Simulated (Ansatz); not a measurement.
# C₂H₄BFO: how energies converge with the basis set

An exercise on one series of results from a longer session: the logs are not shown, and one member is left open.

The runs use Ansatz 0.2.0, Gaussian basis; one geometry, several basis sets.

Levels to be run: PBE0-D4/def2-SVP; ωB97M-V/def2-SVP; PBE0-D4/def2-QZVPP; ωB97M-V/def2-QZVPP; the functionals' def2-TZVPP values are taken from earlier runs.

### The relaxed structure

All runs share one geometry, relaxed beforehand with PBE0-D4 in a triple-zeta def2 set.

SMILES `CC1(F)BO1`, 9 atoms, charge 0, spin multiplicity 1.

Atoms are counted from 1 here; the program's logs count them from 0.

Bond lengths: C1–C2 1.488 Å, C1–H6 1.090 Å, C1–H7 1.091 Å, C1–H8 1.093 Å, C2–F3 1.363 Å, C2–B4 1.511 Å, C2–O5 1.464 Å, B4–O5 1.337 Å, B4–H9 1.183 Å. Angles: C2–C1–H6 110.6°, C2–C1–H7 109.6°, C2–C1–H8 110.0°, H6–C1–H7 108.7°, H6–C1–H8 109.1°, H7–C1–H8 108.7°, C1–C2–F3 110.8°, C1–C2–B4 130.8°, C1–C2–O5 115.4°, F3–C2–B4 117.9°, F3–C2–O5 110.3°, B4–C2–O5 53.4°, C2–B4–O5 61.5°, C2–B4–H9 161.4°, O5–B4–H9 137.1°, C2–O5–B4 65.1°.

Set-up of the first run:

The input, in.yaml:

```yaml
crystal:
  periodic: [false, false, false]
  atoms:
    - {symbol: C, position_ang: [-0.202390, -0.740800, -0.874354]}
    - {symbol: C, position_ang: [0.416096, 0.157087, 0.138299]}
    - {symbol: F, position_ang: [1.756913, 0.277389, -0.076630]}
    - {symbol: B, position_ang: [-0.154949, 0.769204, 1.395989]}
    - {symbol: O, position_ang: [-0.199724, 1.479721, 0.263938]}
    - {symbol: H, position_ang: [-1.280386, -0.800847, -0.726954]}
    - {symbol: H, position_ang: [0.219693, -1.742723, -0.782766]}
    - {symbol: H, position_ang: [0.001263, -0.366076, -1.881089]}
    - {symbol: H, position_ang: [-0.468016, 0.920746, 2.526468]}
basis:
  gaussian: {orbitals: def2-SVP}
hamiltonian: {xc: pbe0, dispersion: d4}
output: {orbitals: {seedname: orbitals}}
```

On the command line:

```console
$ ansatz run in.yaml --threads 2 --pin off --events-out ev --progress --plain --max-ram 4352MiB
```

Among the steps run: PBE0-D4 in def2-SVP; ωB97M-V in def2-SVP; PBE0-D4 in def2-QZVPP; ωB97M-V in def2-QZVPP.

One table of the session follows, with a row left open; its other results are not shown here.

It belongs to the step «Density functionals: the series». 

| functional | basis | HOMO (eV) |
| --- | --- | --- |
| PBE0-D4 | def2-SVP | -7.93 |
| PBE0-D4 | def2-TZVPP | -8.02 |
| PBE0-D4 | def2-QZVPP | -8.04 |
| ωB97M-V | def2-SVP | ? |
| ωB97M-V | def2-TZVPP | -10.34 |
| ωB97M-V | def2-QZVPP | -10.36 |

Estimate the missing values for ωB97M-V, def2-SVP.

The run gave: HOMO (eV): -10.24. In the column «HOMO (eV)» it lies between ωB97M-V, def2-TZVPP (-10.34) and PBE0-D4, def2-QZVPP (-8.04).
